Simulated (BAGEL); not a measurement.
# triplet AlBrF2 at 4 levels

We compute a comparison of 4 runs (UHF/3-21G, ROHF/cc-pVDZ, ROHF/6-31G*, UHF/6-31G*) of triplet AlBrF2. 

The results are computed with BAGEL 1.2.2.

3 further runs of the same task are left out: 2 for a known fault of the program, 1 that didn't finish.

**1. The molecule**

AlBrF2 has 4 atoms, charge 0, and is taken as a triplet. SMILES of the parent species: `[F][Al]([F])[Br]`. The shape is that of a PBE0-D4/def2-TZVP optimisation. That shape belongs to the parent species and isn't relaxed for this state.

Bond lengths: F1–Al2 1.631 Å, Al2–F3 1.631 Å, Al2–Br4 2.216 Å. Angles: F1–Al2–F3 118.9°, F1–Al2–Br4 120.6°, F3–Al2–Br4 120.6°.

**2. A single-point energy at UHF/3-21G (density fitting with qzvpp-jkfit) (run 1)**

File calc.json:

```json
{ "bagel" : [

{
  "title" : "molecule",
  "basis" : "3-21g",
  "df_basis" : "qzvpp-jkfit",
  "angstrom" : true,
  "geometry" : [
    { "atom" : "F", "xyz" : [       1.105700,       0.605500,       1.150400 ] },
    { "atom" : "Al", "xyz" : [       0.107900,      -0.091400,       0.063900 ] },
    { "atom" : "F", "xyz" : [       0.228300,      -1.696800,      -0.200400 ] },
    { "atom" : "Br", "xyz" : [      -1.386300,       1.122300,      -1.034100 ] }
  ]
},

{ "title" : "uhf", "nopen" : 2 },

{ "title" : "print", "file" : "orbitals.molden", "orbitals" : true }

]}
```

Run with:

```
$ BAGEL_NUM_THREADS=1 BAGEL calc.json > calc.out
```

The program printed:

```text
* using 1 threads per process

  ===============================================================
  ===============================================================

  *** Geometry ***

  { "atom" : "F", "xyz" : [      2.089470,      1.144229,      2.173941 ] },
  { "atom" : "Al", "xyz" : [      0.203901,     -0.172721,      0.120753 ] },
  { "atom" : "F", "xyz" : [      0.431424,     -3.206487,     -0.378701 ] },
  { "atom" : "Br", "xyz" : [     -2.619727,      2.120840,     -1.954166 ] },

  Number of auxiliary basis functions:      548

  Since a DF basis is specified, we compute 2- and 3-index integrals:
    o Being stored without compression. Storage requirement is 0.012 GB

  Number of basis functions:       53
  Number of electrons      :       66

    * METHOD: MOLECULE                             0.25

  *** Open-shell HF ***

  === Nuclear Repulsion ===
   299.1985706325

      * DIIS with orbital gradients will be used.

  === UHF iteration (3-21g) ===
      0      -2998.18754588          0.05760757           0.14
      1      -2998.34137374          0.03797218           0.14
      2      -2998.39077058          0.02241383           0.14
      3      -2998.41579681          0.00079756           0.13
      4      -2998.41632066          0.00028796           0.14
      5      -2998.41639671          0.00007412           0.13
      6      -2998.41640139          0.00001603           0.13
      7      -2998.41640158          0.00000460           0.13
      8      -2998.41640160          0.00000177           0.13
      9      -2998.41640160          0.00000084           0.13
     10      -2998.41640160          0.00000057           0.14
     11      -2998.41640160          0.00000046           0.14
     12      -2998.41640160          0.00000034           0.13
     13      -2998.41640160          0.00000011           0.13
     14      -2998.41640160          0.00000004           0.13
     15      -2998.41640160          0.00000001           0.14
     16      -2998.41640160          0.00000000           0.13
    * SCF iteration converged.

    * S^2 (UHF) is 2.0040

    * Permanent dipole moment:
           (    1.462736,    -1.185958,     1.071202) a.u.

    * METHOD: UHF                                  2.48

    * METHOD: PRINT                                0.01

  ===============================================================
```

It took 2.9 s on 1 thread of Arm Neoverse V1, shared host; peak memory 0.098 GiB.

**3. The energy at ROHF/cc-pVDZ (density fitting with qzvpp-jkfit) (run 2)**

File calc.json:

```json
{ "bagel": [

{
  "title": "molecule",
  "basis": "cc-pvdz.json",
  "df_basis": "qzvpp-jkfit",
  "angstrom": true,
  "geometry": [
    { "atom": "F", "xyz": [    1.105700,    0.605500,    1.150400 ] },
    { "atom": "Al", "xyz": [    0.107900,   -0.091400,    0.063900 ] },
    { "atom": "F", "xyz": [    0.228300,   -1.696800,   -0.200400 ] },
    { "atom": "Br", "xyz": [   -1.386300,    1.122300,   -1.034100 ] }
  ]
},
{ "title": "rohf", "nopen": 2 },
{ "title": "print", "file": "orbitals.molden", "orbitals": true }

]}
```

The basis set cc-pVDZ is read from a file made from the Basis Set Exchange's data (not shown).

Run with:

```
$ BAGEL_NUM_THREADS=1 BAGEL calc.json > calc.out
```

The program printed:

```text
* using 1 threads per process

  ===============================================================
  ===============================================================

  *** Geometry ***

  { "atom" : "F", "xyz" : [      2.089470,      1.144229,      2.173941 ] },
  { "atom" : "Al", "xyz" : [      0.203901,     -0.172721,      0.120753 ] },
  { "atom" : "F", "xyz" : [      0.431424,     -3.206487,     -0.378701 ] },
  { "atom" : "Br", "xyz" : [     -2.619727,      2.120840,     -1.954166 ] },

  Number of auxiliary basis functions:      548

  Since a DF basis is specified, we compute 2- and 3-index integrals:
    o Being stored without compression. Storage requirement is 0.023 GB

  Number of basis functions:       73
  Number of electrons      :       66

    * METHOD: MOLECULE                             0.29

  *** Open-shell HF ***

  === Nuclear Repulsion ===
   299.1985706325

      * DIIS with orbital gradients will be used.

  === ROHF iteration (cc-pvdz.json) ===
      0      -3012.85151162          0.03672950           0.19
      1      -3013.01566730          0.02897603           0.19
      2      -3013.09611481          0.01785298           0.19
      3      -3013.15691550          0.00091445           0.19
      4      -3013.15742956          0.00027004           0.19
      5      -3013.15751647          0.00010172           0.18
      6      -3013.15753417          0.00002954           0.18
      7      -3013.15753702          0.00000638           0.18
      8      -3013.15753696          0.00000223           0.18
      9      -3013.15753696          0.00000160           0.18
     10      -3013.15753698          0.00000151           0.19
     11      -3013.15753699          0.00000148           0.19
     12      -3013.15753700          0.00000145           0.19
     13      -3013.15753702          0.00000140           0.19
     14      -3013.15753705          0.00000130           0.19
     15      -3013.15753709          0.00000165           0.19
     16      -3013.15753714          0.00000059           0.19
     17      -3013.15753711          0.00000088           0.19
     18      -3013.15753716          0.00000012           0.19
     19      -3013.15753716          0.00000007           0.19
     20      -3013.15753716          0.00000005           0.19
     21      -3013.15753716          0.00000002           0.19
     22      -3013.15753716          0.00000001           0.19
     23      -3013.15753716          0.00000001           0.19
    * SCF iteration converged.

    * S^2 (ROHF) is 2.0000

    * Permanent dipole moment:
           (    1.661799,    -1.333698,     1.193727) a.u.

    * METHOD: ROHF                                 4.71

    * METHOD: PRINT                                0.01

  ===============================================================
```

It took 5.4 s on 1 thread of Arm Neoverse V1, shared host; peak memory 0.12 GiB.

Run 3 isn't shown in full; the table further down has it.

**4. A single-point energy at UHF/6-31G(d) (density fitting with qzvpp-jkfit, spherical functions) (run 4)**

File hf.json:

```json
{ "bagel": [

{
  "title": "molecule",
  "basis": "6-31gs.json",
  "df_basis": "qzvpp-jkfit",
  "angstrom": "true",
  "geometry": [
    { "atom": "F", "xyz": [    1.105700,    0.605500,    1.150400 ] },
    { "atom": "Al", "xyz": [    0.107900,   -0.091400,    0.063900 ] },
    { "atom": "F", "xyz": [    0.228300,   -1.696800,   -0.200400 ] },
    { "atom": "Br", "xyz": [   -1.386300,    1.122300,   -1.034100 ] }
  ]
},
{ "title": "uhf", "nopen": 2 },
{ "title": "print", "file": "orbitals.molden", "orbitals": "true" }

]}
```

The basis set 6-31G* is read from a file made from the Basis Set Exchange's data (not shown).

Run with:

```
$ BAGEL_NUM_THREADS=1 BAGEL hf.json > hf.out
```

The program printed:

```text
* using 1 threads per process

  ===============================================================
  ===============================================================

  *** Geometry ***

  { "atom" : "F", "xyz" : [      2.089470,      1.144229,      2.173941 ] },
  { "atom" : "Al", "xyz" : [      0.203901,     -0.172721,      0.120753 ] },
  { "atom" : "F", "xyz" : [      0.431424,     -3.206487,     -0.378701 ] },
  { "atom" : "Br", "xyz" : [     -2.619727,      2.120840,     -1.954166 ] },

  Number of auxiliary basis functions:      548

  Since a DF basis is specified, we compute 2- and 3-index integrals:
    o Being stored without compression. Storage requirement is 0.027 GB

  Number of basis functions:       78
  Number of electrons      :       66

    * METHOD: MOLECULE                             0.32

  *** Open-shell HF ***

  === Nuclear Repulsion ===
   299.1985706325

      * DIIS with orbital gradients will be used.

  === UHF iteration (6-31gs.json) ===
      0      -3012.56677856          0.04517140           0.19
      1      -3012.73815194          0.03335171           0.20
      2      -3012.81361761          0.02123186           0.20
      3      -3012.86551984          0.00072250           0.20
      4      -3012.86613818          0.00025598           0.21
      5      -3012.86622741          0.00009647           0.20
      6      -3012.86624155          0.00004051           0.20
      7      -3012.86624426          0.00000994           0.20
      8      -3012.86624452          0.00000293           0.21
      9      -3012.86624455          0.00000162           0.20
     10      -3012.86624456          0.00000109           0.20
     11      -3012.86624456          0.00000094           0.19
     12      -3012.86624456          0.00000084           0.19
     13      -3012.86624457          0.00000074           0.19
     14      -3012.86624458          0.00000048           0.20
     15      -3012.86624458          0.00000022           0.20
     16      -3012.86624458          0.00000007           0.20
     17      -3012.86624458          0.00000003           0.20
     18      -3012.86624458          0.00000001           0.21
     19      -3012.86624458          0.00000000           0.21
    * SCF iteration converged.

    * S^2 (UHF) is 2.0096

    * Permanent dipole moment:
           (    1.537837,    -1.244608,     1.122392) a.u.

    * METHOD: UHF                                  4.25

    * METHOD: PRINT                                0.02

  ===============================================================
```

It took 4.8 s on 1 thread of Arm Neoverse V1, shared host; peak memory 0.13 GiB.

**5. All runs side by side**

```csv
run,level,energy (Eh),dipole moment (D),⟨S²⟩,wall time
1,UHF/3-21G (density fitting with qzvpp-jkfit),-2998.416402,5.51,2.004,2.9 s
2,ROHF/cc-pVDZ (density fitting with qzvpp-jkfit),-3013.157537,6.21,2.000,5.4 s
3,"ROHF/6-31G* (density fitting with qzvpp-jkfit, spherical functions)",-3012.861502,5.78,2.000,5.1 s
4,"UHF/6-31G* (density fitting with qzvpp-jkfit, spherical functions)",-3012.866245,5.78,2.010,4.8 s
```

**6. Results**

| quantity | value |
| --- | --- |
| run 4: total energy | -3012.86624 Eh |
| run 4: dipole moment | 5.78 D |
| run 4: ⟨S²⟩ | 2.010 |

**Reading.** The dipole moment (its size) runs from 5.51 D (UHF/3-21G) to 6.21 D (ROHF/cc-pVDZ). The two ends differ in method and basis. All runs together took 18 s, the longest 5.4 s.
